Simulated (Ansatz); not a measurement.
What does this script print? It uses Ansatz's Python interface.

`run_scan.py`:
```python
# -*- coding: utf-8 -*-
'''Stretching a bond of AlBr2H2N, the rest held rigid.'''

import ansatz as az
import matplotlib.pyplot as plt
import numpy as np

geometry_ang = [
    ('N', [-0.392, 1.1231, -0.1623]),
    ('Al', [-0.0158, -0.6925, -0.0499]),
    ('Br', [1.9514, -1.3729, 1.0225]),
    ('Br', [-1.4015, -2.2994, -0.9822]),
    ('H', [-0.4614, 1.5313, 0.7844]),
    ('H', [0.3615, 1.6463, -0.6586]),
]
molecule = az.Crystal.molecule()
for symbol, xyz in geometry_ang:
    molecule = molecule.atom(symbol, xyz)

symbols = [site.symbol for site in molecule.cartesian_sites]
start = np.array([site.position_ang for site in molecule.cartesian_sites])
axis = (start[1] - start[0]) / np.linalg.norm(start[1] - start[0])
moving = [1, 2, 3]
lengths, energies = [1.58, 1.71, 1.86, 2.04, 2.32, 2.79, 3.34, 4.09], []
for length in lengths:
    xyz = start.copy()
    xyz[moving] += (length - np.linalg.norm(start[1] - start[0])) * axis
    point = az.Crystal.molecule()
    for symbol, place in zip(symbols, xyz):
        point = point.atom(symbol, place.tolist())
    setup = (
        point.calculation()
        .basis(gaussian='def2-SVP')
        .functional('pbe0')
        .spin('collinear')
    )
    rep = setup.run(threads=1).report
    energies.append(rep['free_energy_ev'])
    print(f'r = {length:6.3f} A  E = {energies[-1]:.5f} eV  <S^2> = {abs(rep["mean_field"]["state"]["spin_squared"]):.3f}')

print('energy above the lowest point (eV):', [round(e - min(energies), 3) for e in energies])
plt.figure(figsize=(4.5, 3))
plt.plot(lengths, np.array(energies) - min(energies), 'o-')
plt.xlabel('bond length (A)')
plt.ylabel('E - E(min) (eV)')
plt.tight_layout()
plt.savefig('scan.png', dpi=100)
```

```console
$ python run_scan.py
r =  1.580 A  E = -148174.57804 eV  <S^2> = 0.000
r =  1.710 A  E = -148175.24377 eV  <S^2> = 0.000
r =  1.860 A  E = -148175.29648 eV  <S^2> = 0.000
r =  2.040 A  E = -148174.86428 eV  <S^2> = 0.000
r =  2.320 A  E = -148173.82903 eV  <S^2> = 0.000
r =  2.790 A  E = -148172.22768 eV  <S^2> = 0.313
r =  3.340 A  E = -148171.54310 eV  <S^2> = 0.856
r =  4.090 A  E = -148171.32410 eV  <S^2> = 0.987
energy above the lowest point (eV): [0.718, 0.053, 0.0, 0.432, 1.467, 3.069, 3.753, 3.972]
```

Caveats:
- Total energies depend on the basis set; only differences at equal settings carry meaning.
- The rest of the molecule is held rigid at a force-field or estimated start geometry, and the basis set is modest; single-reference methods fail as a bond breaks.
- The expectation value of S² is noticeably off S(S+1) in at least one run, so that state is spin-contaminated.
- Finished in 74 s on 1 thread of Intel(R) Xeon(R) Processor @ 2.30GHz, on a shared host, peak memory 0.58 GiB.
